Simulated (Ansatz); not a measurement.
# C2H5FSi (SMILES F/C=C/[SiH3]): PBE/cc-pVDZ

Aim: the vertical singlet–triplet gap of C2H5FSi at PBE/cc-pVDZ, from 2 runs. 

The results are computed with Ansatz 0.2.0.

91 further runs of the same task are left out: 91 set aside as unsound or not needed.

## 1. Starting point

C2H5FSi: 9 atoms, total charge 0, spin state singlet. SMILES: `F/C=C/[SiH3]`. The coordinates come from a PBE0-D4/def2-TZVP relaxation.

Bond lengths: F1–C2 1.336 Å, C2–C3 1.322 Å, C3–Si4 1.852 Å, C2–H5 1.086 Å, C3–H6 1.087 Å, Si4–H7 1.487 Å, Si4–H8 1.487 Å, Si4–H9 1.487 Å. Some angles: F1–C2–C3 122.8°, C2–C3–Si4 121.1°, F1–C2–H5 111.4°, C3–C2–H5 125.9°, C2–C3–H6 117.6°, Si4–C3–H6 121.3°, C3–Si4–H7 110.8°, C3–Si4–H8 110.8°, C3–Si4–H9 108.6°, H7–Si4–H8 107.9°.

## 2. A single-point energy at PBE/cc-pVDZ

run.yaml

```yaml
basis:
  gaussian:
    orbitals: cc-pVDZ
crystal:
  periodic: [false, false, false]
  atoms:
    - symbol: F
      position_ang: [-1.259900, 2.360900, 0.506400]
    - symbol: C
      position_ang: [-0.578300, 1.355000, -0.048000]
    - symbol: C
      position_ang: [-0.336700, 0.219900, 0.584900]
    - symbol: Si
      position_ang: [0.614100, -1.145000, -0.228900]
    - symbol: H
      position_ang: [-0.264200, 1.599600, -1.058100]
    - symbol: H
      position_ang: [-0.716100, 0.118100, 1.598600]
    - symbol: H
      position_ang: [1.843700, -1.465600, 0.542800]
    - symbol: H
      position_ang: [-0.206700, -2.381600, -0.316300]
    - symbol: H
      position_ang: [0.992500, -0.707600, -1.598500]
hamiltonian:
  xc: {name: PBE}
accuracy: high
output: {orbitals: {seedname: orbitals}}
```

The run is started by

```console
$ ansatz run run.yaml --threads 1 --pin off --max-ram 3480MiB --events-out events.jsonl --progress --plain --runs-dir runs
```

Output:

```text
Warning: RAYON_NUM_THREADS=1 ignored (pool sized by the plan → 1); use --threads N
Functional definition: PBE
  name "PBE"
  parameter kappa = 0.804
  parameter beta = 0.06672455060314922
  exchange = pbe_x(kappa = kappa, mu = beta*pi^2/3)
  correlation = pbe_c(beta = beta)
1988 factors; integrals over basis functions are off by at most 3.8e-9 eV
mean field evaluation 1: about -12733.3320 eV, gradient 4.8e1 eV
mean field evaluation 2: about -12723.4842 eV, gradient 7.2e1 eV
mean field evaluation 4: about -12739.2619 eV, gradient 6.6e0 eV
mean field evaluation 8: about -12739.3696 eV, gradient 7.4e-1 eV
mean field evaluation 16: about -12739.3706 eV, gradient 2.8e-5 eV
mean field -12739.37056101 eV, -468.1632330616 hartree, gradient 4.2e-8 eV, S^2 0.000000; 0 other end points of the search recorded, 0 dependent functions left out
reference -12739.37056424 eV, -468.1632331804 hartree; 20, 20 occupied and 65, 65 virtual orbitals, 1988 factors
Total energy: -12739.37056424 eV, -468.1632331804 hartree
```

Run time: 6.6 s. Hardware: 1 thread of Arm Neoverse V2, shared host; peak memory 0.22 GiB.

## 3. The triplet

job.yaml

```yaml
crystal:
  periodic: [false, false, false]
  atoms:
    - {symbol: F, position_ang: [-1.259900, 2.360900, 0.506400]}
    - {symbol: C, position_ang: [-0.578300, 1.355000, -0.048000]}
    - {symbol: C, position_ang: [-0.336700, 0.219900, 0.584900]}
    - {symbol: Si, position_ang: [0.614100, -1.145000, -0.228900]}
    - {symbol: H, position_ang: [-0.264200, 1.599600, -1.058100]}
    - {symbol: H, position_ang: [-0.716100, 0.118100, 1.598600]}
    - {symbol: H, position_ang: [1.843700, -1.465600, 0.542800]}
    - {symbol: H, position_ang: [-0.206700, -2.381600, -0.316300]}
    - {symbol: H, position_ang: [0.992500, -0.707600, -1.598500]}
basis:
  gaussian:
    orbitals: cc-pVDZ
magnetization:
  spin_polarized: true
  initial_magnetization: 2
hamiltonian:
  xc: pbe
accuracy: high
output: {orbitals: {seedname: orbitals}}
```

The run is started by

```console
$ ansatz run job.yaml --threads 1 --pin off --max-ram 3480MiB --events-out events.jsonl --progress --plain --runs-dir runs
```

Output:

```text
Warning: RAYON_NUM_THREADS=1 ignored (pool sized by the plan → 1); use --threads N
[... 6 set-up lines as earlier in the session ...]
1988 factors; integrals over basis functions are off by at most 3.8e-9 eV
mean field evaluation 1: about -12727.1434 eV, gradient 3.8e1 eV
mean field evaluation 2: about -12700.1622 eV, gradient 7.1e1 eV
mean field evaluation 4: about -12734.3598 eV, gradient 8.8e0 eV
mean field evaluation 8: about -12734.8708 eV, gradient 4.0e-1 eV
mean field evaluation 16: about -12734.8719 eV, gradient 1.8e-4 eV
mean field -12734.87187943 eV, -467.9979095627 hartree, gradient 7.4e-8 eV, S^2 2.005336; 0 other end points of the search recorded, 0 dependent functions left out
reference -12734.87188269 eV, -467.9979096825 hartree; 21, 19 occupied and 64, 66 virtual orbitals, 1988 factors
Total energy: -12734.87188269 eV, -467.9979096825 hartree
```

Wall time 9.9 s (1 thread of Arm Neoverse V2, shared host); peak memory 0.28 GiB.

## 4. What came out

At PBE/cc-pVDZ:

```
                                        quantity          value
                           singlet: total energy  -468.16323 Eh
                            singlet: HOMO energy       -6.40 eV
                            singlet: LUMO energy       -0.99 eV
                          singlet: HOMO–LUMO gap        5.41 eV
                           triplet: total energy  -467.99791 Eh
     triplet: HOMO energy (highest over α and β)       -1.88 eV
                                   triplet: ⟨S²⟩          2.005
vertical energy of the triplet above the singlet       4.499 eV
```

In words: At this shape the triplet lies 4.50 eV (434 kJ/mol) above the singlet.
